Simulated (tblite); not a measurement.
# C4H9BrOSi: the cost of one run

Programs: tblite 0.8.0 and PySCF 2.14.0, with density-fitted response routines of our own. Each step states its level of theory. These are calculated values for one molecule in the gas phase, unless marked as measured. Atoms count from 0, in the outputs and in this text.

**1. The molecule as given**

16 atoms, charge 0, multiplicity 1; geometry from: force field or distance geometry start.

Bonds of the start (Å): Br0–C1 1.88, C1–C2 1.51, C2–O3 1.38, O3–C4 1.37, C4–C5 1.52, C5–Si6 1.88, Si6–C1 1.88, C1–H7 1.14, C2–H8 1.12, C2–H9 1.12, C4–H10 1.13, C4–H11 1.11, C5–H12 1.13, C5–H13 1.10, Si6–H14 1.46, Si6–H15 1.46.

**2. Geometry optimisation with GFN2-xTB**

The job: settings as JSON, then the geometry in Å.

```
{"job": {"kind": "relax", "xc": "GFN2-xTB", "basis": "xTB"}, "charge": 0, "multiplicity": 1}
Br    -2.830600     1.422300     0.827600
C     -1.180100     0.530600     0.737600
C     -1.218800    -0.895700     0.234000
O     -0.007900    -1.517600     0.449300
C      0.994000    -1.151400    -0.410100
C      1.571500     0.222800    -0.098500
Si     0.108800     1.382100    -0.335200
H     -0.694400     0.475600     1.764000
H     -2.061400    -1.395000     0.780500
H     -1.529200    -0.943300    -0.842500
H      0.654800    -1.111600    -1.483700
H      1.827100    -1.868300    -0.281400
H      1.793500     0.281400     1.009200
H      2.433900     0.488300    -0.730200
H     -0.260200     1.350700    -1.749700
H      0.391500     2.738000     0.117700
```

Started as:

```
$ OMP_NUM_THREADS=1 python probes_run.py task.json out
```

This one command runs all jobs of the session in turn.

**Question.** How long does this first job take on 1 thread of Intel Xeon at 2.50GHz, shared host, and how much memory does it need?

About 1.2 s, with a peak of 0.18 GiB.
